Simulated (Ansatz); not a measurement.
From input file to script: LuH₃O₃, space group P6_3/m in Ansatz 0.2.0.

```yaml
crystal:
  lattice:
    - [6.225626, 0.0, 0.0]
    - [-3.112813, 5.39155, 0.0]
    - [0.0, 0.0, 3.463408]
  atoms:
    - { symbol: Lu, position: [0.6666666666667, 0.3333333333333, 0.75] }
    - { symbol: Lu, position: [0.3333333333333, 0.6666666666667, 0.25] }
    - { symbol: H, position: [0.861175, 0.722914, 0.25] }
    - { symbol: H, position: [0.277086, 0.138261, 0.25] }
    - { symbol: H, position: [0.138261, 0.861175, 0.75] }
    - { symbol: H, position: [0.861739, 0.138825, 0.25] }
    - { symbol: H, position: [0.722914, 0.861739, 0.75] }
    - { symbol: H, position: [0.138825, 0.277086, 0.75] }
    - { symbol: O, position: [0.915092, 0.601045, 0.25] }
    - { symbol: O, position: [0.398955, 0.314047, 0.25] }
    - { symbol: O, position: [0.314047, 0.915092, 0.75] }
    - { symbol: O, position: [0.685953, 0.084908, 0.25] }
    - { symbol: O, position: [0.601045, 0.685953, 0.75] }
    - { symbol: O, position: [0.084908, 0.398955, 0.75] }
kpoints:
  mp_grid: { grid: [3, 3, 5] }
hamiltonian:
  xc: r2scan
scf:
  occupations: { method: fixed }
output:
  write_density: true
  volumetric_format: npy
  elf: true
  eigenvalues: true
```

On the command line:
```console
$ ansatz run input.yaml --threads 1 --pin off --max-ram 3072MiB --backend cpu --events-out ev --progress --plain --runs-dir out
Engine: ansatz 0.2.0, aarch64-unknown-linux-gnu
Pseudopotentials: kind: paw
Pseudopotential: Lu, paw, valence charge 25, recommended cutoff 500 eV (meta_gga), Lu.paw.azcp
Pseudopotential: H, paw, valence charge 1, recommended cutoff 500 eV (meta_gga), H.paw.azcp
Pseudopotential: O, paw, valence charge 6, recommended cutoff 500 eV (meta_gga), O.paw.azcp
Functional definition: r2SCAN
  parameter k0 = 0.174
  parameter k1 = 0.065
  parameter a1 = 4.9479
  exchange = r2scan_x(k0 = k0, k1 = k1, a1 = a1)
  correlation = r2scan_c
Crystal: 14 atoms, lattice volume = 116.252 Å³
Basis set: ecut = 500 eV, 2953 PW (Γ), exchange–correlation on 192×192×108 points (64 copies of the dense FFT grid, shifted against one another)
Bands: 60, of which v1, the nominal top of the filled ones, is band 46 counted from 1 (45 counted from 0)
Symmetry: 12 space group operations
Space group: P63/m (ITA 176), of the structure as read, at distance tolerance 4.9e-5 Å
k-points: 9 of 45
Non-local potential: Lu, projectors of the file, l = 0: 3, l = 1: 2, l = 2: 2, l = 3: 3
Non-local potential: H, projectors of the file, l = 0: 2, l = 1: 1
Non-local potential: O, projectors of the file, l = 0: 2, l = 1: 2, l = 2: 1
PAW form: soft (Blöchl's): semilocal exchange-correlation on the pseudo side does not see the compensation charge
PAW frozen core: Lu, regenerated for the run's functional (the file was generated under x = pbe(κ = 0.804, μ = 0.2195149727645171), c = pbe(β = 0.06672455060314922))
PAW frozen core: O, regenerated for the run's functional (the file was generated under x = pbe(κ = 0.804, μ = 0.2195149727645171), c = pbe(β = 0.06672455060314922))
PAW one-centre angular grid: Lu, 974 points (default); XC on 160 Gauss nodes
PAW one-centre angular grid: H, 302 points (default); XC on 160 Gauss nodes
PAW one-centre angular grid: O, 302 points (default); XC on 160 Gauss nodes
Initial density: superposition of atomic densities (neutral atoms: chi_scale 0, normalization atom), corrected by the library's trained network
Initial wavefunctions: pseudopotential atomic-orbital guess
Functional: x = r2scan, c = r2scan; τ floored in thin density (d = 2e-4 eV/Å³)
SCF iter   1: F=—  HF=-33008.003736 eV  |F-HF|=—  |Δ(HF+E_count)|=         —  Δρ=8.76e-3  dr2=5.29e-2  dr2_τ=6.63e-1  ethr=1.77e-3  ⟨swp⟩=4.2  Hψ=1858  notcnv=0  defer=102
preconditioner: auto → Resta (q_TF=auto, 2.624 Å⁻¹)  ε∞=4.7  [insulator: Δε(μ)=4.224 eV  Ē_g=16.806 eV  n_scr=32 (ndim 8)  ℏωp=32.3 eV  f_vac=0.071  ε∞_Penn≈4.7]
SCF iter   2: F=—  HF=-33007.941612 eV  |F-HF|=—  |Δ(HF+E_count)|=   6.21e-2  Δρ=6.07e-3  dr2=2.16e-2  dr2_τ=6.32e-3  ethr=5.75e-5  ⟨swp⟩=3.2  Hψ=1218  notcnv=0  defer=106
SCF iter   3: F=—  HF=-33007.923796 eV  |F-HF|=—  |Δ(HF+E_count)|=   1.78e-2  Δρ=3.75e-3  dr2=6.90e-3  dr2_τ=7.89e-4  ethr=2.35e-5  ⟨swp⟩=2.8  Hψ=910  notcnv=0  defer=106
SCF iter   4: F=—  HF=-33007.920575 eV  |F-HF|=—  |Δ(HF+E_count)|=   3.22e-3  Δρ=5.06e-4  dr2=2.86e-4  dr2_τ=7.18e-5  ethr=7.50e-6  ⟨swp⟩=2.1  Hψ=642  notcnv=0  defer=106
SCF iter   5: F=—  HF=-33007.920632 eV  |F-HF|=—  |Δ(HF+E_count)|=   5.67e-5  Δρ=2.54e-4  dr2=3.59e-5  dr2_τ=4.88e-6  ethr=3.11e-7  ⟨swp⟩=2.0  Hψ=883  notcnv=0  defer=97
SCF iter   6: F=—  HF=-33007.920654 eV  |F-HF|=—  |Δ(HF+E_count)|=   2.19e-5  Δρ=8.13e-5  dr2=1.01e-5  dr2_τ=6.74e-7  ethr=3.90e-8  ⟨swp⟩=2.7  Hψ=894  notcnv=0  defer=72
SCF iter   7: F=—  HF=-33007.920654 eV  |F-HF|=—  |Δ(HF+E_count)|=   9.17e-8  Δρ=2.13e-5  dr2=9.84e-7  dr2_τ=1.75e-8  ethr=1.10e-8  ⟨swp⟩=2.0  Hψ=759  notcnv=0  defer=72
SCF iter   8: F=-33007.920654 eV  HF=-33007.920654 eV  |F-HF|=1.45e-8  |Δ(HF+E_count)|=   1.60e-7  Δρ=7.27e-6  dr2=7.42e-8  dr2_τ=2.98e-9  ethr=1.09e-10  ⟨swp⟩=8.3  Hψ=2692  notcnv=0
SCF 1 converged in 8 iterations: F = -33007.920654 eV  dr2 = 7.42e-8
  greatest PAW one-centre occupation: 0.996 electrons in one spin orbital (limit 2), on the Lu atom at site 1 (counted from 0), in its partial waves of l = 3
SCF converged after 8 iterations
Free energy (F): -33007.920654 eV
Harris-Foulkes:  -33007.920654 eV  (|F-HF|=1.45e-8)
Internal energy: -33007.920654 eV  (E = F + TS)
E sigma→0 (E₀):  -33007.920654 eV
Fermi energy:    7.450992 eV
--- Per-component energies (eV) ---
  E_band       = -205.997000
  E_kinetic    = 1984.513668
  E_local      = -17708.755588  (includes V_loc(G=0)·N_el)
  E_nonlocal   = 1436.246820
  E_hartree    = 7401.865292
  E_xc         = -926.954596
  E_vxc        = -1301.224724  (∫ρ·V_xc dr)
  E_paw        = -15730.959031  (= ΣΔE_a)
  E_vpaw       = 501.265398  (= ΣTr[D̂ρ^β])
  E_aug_tail   = 0.003554  (compensation charges beyond the density's cutoff)
  E_vtau       = 78.232060  (kinetic-family band-sum trace: ∫τ·v_τ [+ j·A + Jᵃ·Aᵃ] dr)
  E_ewald      = -9465.044173
  E_core_change = 1.163401  (= ΣΔE_core)
  E_smearing   = -0.000000  (= −TS)
  E_closure    = 0.000000  (closes the sum)
  Σ components = -33007.920654   (vs F -33007.920654, Δ=0.00e0)
--- Band table (eV; the first three rows and the last of 9) ---
  k-point 0: bands = ["-47.1466", "-47.1414", "-17.4437", "-17.4437", "-17.2710", "-17.2710", "-17.0656", "-17.0319", "-12.3678", "-11.2555", "-11.2555", "-10.9129", "-10.8863", "-10.8863", "0.8552", "1.5015", "1.5015", "2.6403", "2.6403", "3.0405", "3.6664", "4.9733", "5.0020", "5.2186", "5.2186", "5.3940", "5.3940", "5.4171", "5.4171", "5.8045", "5.8045", "5.8410", "5.8471", "5.8563", "5.9294", "5.9938", "6.0558", "6.0558", "6.1259", "6.3836", "6.3836", "6.5272", "6.5272", "6.7971", "6.7971", "7.4510", "11.6543", "13.9430", "14.7244", "14.7244", "15.3400", "15.3400", "16.0418", "17.2480", "17.2480", "17.6320", "17.6320", "18.0354", "18.0354", "18.1437"]
  k-point 1: bands = ["-47.1423", "-47.1380", "-17.3880", "-17.3880", "-17.2462", "-17.2462", "-17.2368", "-17.2214", "-12.0608", "-11.2710", "-11.2710", "-10.9740", "-10.9740", "-10.8683", "1.1685", "1.5641", "1.5641", "2.3087", "2.3087", "2.9507", "3.7623", "5.0299", "5.0674", "5.2312", "5.2312", "5.3879", "5.3879", "5.5627", "5.5627", "5.7491", "5.7491", "5.8389", "5.8391", "5.8449", "5.8971", "5.9209", "6.0085", "6.0085", "6.1098", "6.1431", "6.1431", "6.5830", "6.5830", "6.7697", "6.8144", "6.8144", "12.4313", "14.3670", "14.7939", "14.7939", "15.7436", "15.7436", "16.3896", "17.2512", "17.2512", "17.2703", "17.2703", "18.3166", "18.7518", "18.8349"]
  k-point 2: bands = ["-47.1348", "-47.1331", "-17.4968", "-17.4961", "-17.2781", "-17.2781", "-17.2226", "-17.2226", "-11.4408", "-11.2648", "-11.2648", "-11.1523", "-11.1523", "-10.9737", "1.6898", "1.6898", "1.8867", "1.8867", "1.8897", "2.5817", "4.0349", "4.7701", "5.1656", "5.1656", "5.2512", "5.3501", "5.3501", "5.4023", "5.6922", "5.6922", "5.7027", "5.7027", "5.8313", "5.8330", "5.8683", "5.8900", "5.9620", "5.9620", "5.9797", "5.9797", "6.2167", "6.3836", "6.5436", "6.5436", "6.7001", "6.7001", "13.7148", "14.6325", "15.3216", "15.3216", "16.1315", "16.1315", "17.1058", "17.2426", "17.2426", "17.4409", "17.4409", "17.4617", "19.2963", "19.2963"]
  k-point 8: bands = ["-47.1340", "-47.1340", "-17.5277", "-17.5277", "-17.2991", "-17.2179", "-17.2179", "-17.2079", "-11.3585", "-11.3095", "-11.3095", "-11.1496", "-11.0424", "-11.0424", "1.3075", "1.5019", "1.5019", "1.7663", "2.6093", "2.6093", "4.5446", "4.5446", "4.8388", "4.8388", "5.3679", "5.5418", "5.5418", "5.5732", "5.6097", "5.6982", "5.6982", "5.7139", "5.8413", "5.8413", "5.8771", "5.8771", "5.9596", "5.9596", "5.9630", "6.1134", "6.1305", "6.2493", "6.2493", "6.5092", "7.0204", "7.0204", "13.6020", "15.0606", "16.1402", "16.1402", "16.3387", "16.5631", "16.5631", "16.8402", "17.1195", "17.1195", "17.4157", "17.9732", "17.9732", "18.0444"]
```

`scf_luh3o3.py`
```python
# -*- coding: utf-8 -*-
"""SCF run for LuH3O3."""

from pathlib import Path
import warnings

import ansatz
import numpy as np
from pymatgen.core import Lattice, Structure
from pymatgen.io.ase import AseAtomsAdaptor

warnings.simplefilter("ignore", ansatz.DeckWarning)

pmg_structure = Structure(
    Lattice([[6.225626, 0.0, 0.0], [-3.112813, 5.39155, 0.0], [0.0, 0.0, 3.463408]]),
    ["Lu", "Lu", "H", "H", "H", "H", "H", "H", "O", "O", "O", "O", "O", "O"],
    [
        [2 / 3, 1 / 3, 0.75],
        [1 / 3, 2 / 3, 0.25],
        [0.861175, 0.722914, 0.25],
        [0.277086, 0.138261, 0.25],
        [0.138261, 0.861175, 0.75],
        [0.861739, 0.138825, 0.25],
        [0.722914, 0.861739, 0.75],
        [0.138825, 0.277086, 0.75],
        [0.915092, 0.601045, 0.25],
        [0.398955, 0.314047, 0.25],
        [0.314047, 0.915092, 0.75],
        [0.685953, 0.084908, 0.25],
        [0.601045, 0.685953, 0.75],
        [0.084908, 0.398955, 0.75],
    ],
)
system = ansatz.Crystal.from_ase(AseAtomsAdaptor.get_atoms(pmg_structure))

# settings of the run
model = (
    system.calculation()
    .functional(ansatz.Functional.R2SCAN)
    .kpoints(3, 3, 5)
    .occupations("fixed")
    .compute(density=True, electron_localization_function=True, output_files={"volumetric_format": "npy"}, band_table=True)
)
res = model.run(threads=1, pin="off")
rep = res.report

energy = rep["free_energy_ev"]
print("LuH3O3: {:.6f} eV = {:.6f} Ry = {:.6f} Ha".format(energy, energy / 13.605693, energy / 27.211386))
print("Fermi level {:.4f} eV, {} k-points, {} symmetry operations".format(rep["fermi_energy_ev"], rep["n_kpoints"], rep["n_symmetry_ops"]))

# ELF is 0.5 in a uniform gas and nears 1 where pairs localise
folder = Path(res.write_results("elf"))
elf = np.load(folder / "elf.npy")
peak = np.unravel_index(elf.argmax(), elf.shape)
print(f"largest ELF {elf.max():.3f} at grid fractions", np.round(np.array(peak) / elf.shape, 3))
for level in (0.2, 0.5, 0.7, 0.8, 0.9):
    print(f"share of the cell with ELF over {level}: {np.mean(elf > level):.3f}")

rho = res.density()
total = sum(ch.density_e_per_ang3 for ch in rho.channels[:2]) if len(rho.channels) < 3 else rho.channels[0].density_e_per_ang3
print("grid", rho.dims, "electrons", round(float(total.mean() * rho.cell_volume_ang3), 4))
print(f"density range {total.min():.4f} to {total.max():.4f} e/A^3")
print(np.array2string(total[:: max(rho.dims[0] // 8, 1), :: max(rho.dims[1] // 8, 1), 0], precision=3, suppress_small=True))

used = rep["setup"]
print("cutoffs (eV):", used["ecut_ev"], used["ecutrho_ev"], " FFT grid:", used["fft_dense"])
print("cell volume {:.3f} A^3, {} symmetry operations".format(used["cell_volume_ang3"], used["n_sym_ops"]))

print("band  energy (eV)  occupation, at k =", rep["kpoints_frac"][0])
for band, (e, occ) in enumerate(zip(rep["eigenvalues_ev"][0], rep["occupations"][0]), start=1):
    print(f"{band:4d} {e:12.4f} {occ:9.4f}")
```

```console
$ python scf_luh3o3.py
LuH3O3: -33007.920654 eV = -2426.037443 Ry = -1213.018721 Ha
Fermi level 7.4510 eV, 9 k-points, 12 symmetry operations
largest ELF 0.977 at grid fractions [0.271 0.125 0.259]
share of the cell with ELF over 0.2: 0.482
share of the cell with ELF over 0.5: 0.313
share of the cell with ELF over 0.7: 0.200
share of the cell with ELF over 0.8: 0.108
share of the cell with ELF over 0.9: 0.013
grid (48, 48, 27) electrons 92.0
density range 0.0110 to 47.0649 e/A^3
[[0.011 0.031 0.148 0.33  0.13  0.33  0.148 0.031]
 [0.031 0.031 0.102 0.428 0.342 0.096 0.11  0.102]
 [0.148 0.102 0.148 0.11  0.246 0.628 0.246 0.428]
 [0.33  0.11  0.428 0.33  0.096 0.628 0.628 0.342]
 [0.13  0.096 0.246 0.342 0.13  0.342 0.246 0.096]
 [0.33  0.342 0.628 0.628 0.096 0.33  0.428 0.11 ]
 [0.148 0.428 0.246 0.628 0.246 0.11  0.148 0.102]
 [0.031 0.102 0.11  0.096 0.342 0.428 0.102 0.031]]
cutoffs (eV): 500.0 2000.0  FFT grid: [48, 48, 27]
cell volume 116.252 A^3, 12 symmetry operations
band  energy (eV)  occupation, at k = [0.0, 0.0, 0.0]
   1     -47.1466    2.0000
   2     -47.1414    2.0000
   3     -17.4437    2.0000
   4     -17.4437    2.0000
   5     -17.2710    2.0000
   6     -17.2710    2.0000
   7     -17.0656    2.0000
   8     -17.0319    2.0000
   9     -12.3678    2.0000
  10     -11.2555    2.0000
  11     -11.2555    2.0000
  12     -10.9129    2.0000
  13     -10.8863    2.0000
  14     -10.8863    2.0000
  15       0.8552    2.0000
  16       1.5015    2.0000
  17       1.5015    2.0000
  18       2.6403    2.0000
  19       2.6403    2.0000
  20       3.0405    2.0000
  21       3.6664    2.0000
  22       4.9733    2.0000
  23       5.0020    2.0000
  24       5.2186    2.0000
  25       5.2186    2.0000
  26       5.3940    2.0000
  27       5.3940    2.0000
  28       5.4171    2.0000
  29       5.4171    2.0000
  30       5.8045    2.0000
  31       5.8045    2.0000
  32       5.8410    2.0000
  33       5.8471    2.0000
  34       5.8563    2.0000
  35       5.9294    2.0000
  36       5.9938    2.0000
  37       6.0558    2.0000
  38       6.0558    2.0000
  39       6.1259    2.0000
  40       6.3836    2.0000
  41       6.3836    2.0000
  42       6.5272    2.0000
  43       6.5272    2.0000
  44       6.7971    2.0000
  45       6.7971    2.0000
  46       7.4510    2.0000
  47      11.6543    0.0000
  48      13.9430    0.0000
  49      14.7244    0.0000
  50      14.7244    0.0000
  51      15.3400    0.0000
  52      15.3400    0.0000
  53      16.0418    0.0000
  54      17.2480    0.0000
  55      17.2480    0.0000
  56      17.6320    0.0000
  57      17.6320    0.0000
  58      18.0354    0.0000
  59      18.0354    0.0000
  60      18.1437    0.0000
```

Absolute energies stand on the zero of these potentials, so only differences at equal settings mean something. A total without «per atom» is that of the cell as typed. The Fermi level of a run with fixed occupations marks the highest occupied state on its mesh, not mid-gap. An absolute Fermi energy rests on an arbitrary zero of the periodic potential and has no direct meaning. The fields are valence quantities on the plane-wave grid; their values near the nuclei depend on the potentials. The structure comes from a database of computed cells and needn't be a stable or known phase. Levels are Kohn-Sham eigenvalues on this mesh, without spin-orbit coupling. Run time: 12 s on 1 thread of Arm Neoverse V1, on a shared host, peak memory 0.71 GiB.

(A comment or docstring line of the script was reworded after the run, the code is as it ran; lines on the test bed's own set-up are left out of the output.)
